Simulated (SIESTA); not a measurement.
Here is a SIESTA 5.4.2 calculation.

The input BiTe.fdf:

```
SystemName                      BiTe
SystemLabel                     BiTe
NumberOfSpecies                 2
NumberOfAtoms                   2
%block ChemicalSpeciesLabel
  1  83 Bi
  2  52 Te
%endblock ChemicalSpeciesLabel

UseStructFile                   true

%block kgrid.MonkhorstPack
    7   0   0  0.0
    0   7   0  0.0
    0   0   7  0.0
%endblock kgrid.MonkhorstPack
XC.Functional                   GGA
XC.Authors                      PBE
PAO.BasisSize                   DZP
PAO.EnergyShift                 0.002 Ry
Mesh.Cutoff                     500 Ry
OccupationFunction              FD
ElectronicTemperature           0.05 eV
MaxSCFIterations                120
SCF.MustConverge                false
SCF.Mixer.Method                Pulay
SCF.Mixer.Weight                0.25
SCF.Mixer.History               8
SCF.DM.Tolerance                5.0e-05
SCF.H.Tolerance                 1.0e-03 eV
WriteForces                     true
Charge.Mulliken                 end
```

File BiTe.STRUCT_IN:

```
   0.0000000000     3.2350000000     3.2350000000
   3.2350000000     0.0000000000     3.2350000000
   3.2350000000     3.2350000000     0.0000000000
2
1  83    0.0000000000     0.0000000000     0.0000000000
2  52    0.5000000000     0.5000000000     0.5000000000
```

Potentials or basis: PseudoDojo 0.4 standard (PBE files), DZP (energy shift 0.002 Ry).

Run with:

```sh
$ siesta BiTe.fdf > BiTe.out 2>&1
```

Estimate the pressure.

1.8 GPa.

What does it give for the band gap on the k mesh?

None (metal or under the smearing width).

Caveat: semicore shells carry a single zeta, which can move pressures by several GPa and volumes by a few percent; spin-orbit coupling is left out, which moves the levels of the heavy elements; the basis of atomic orbitals isn't converged, which shifts pressures, moduli and gaps.
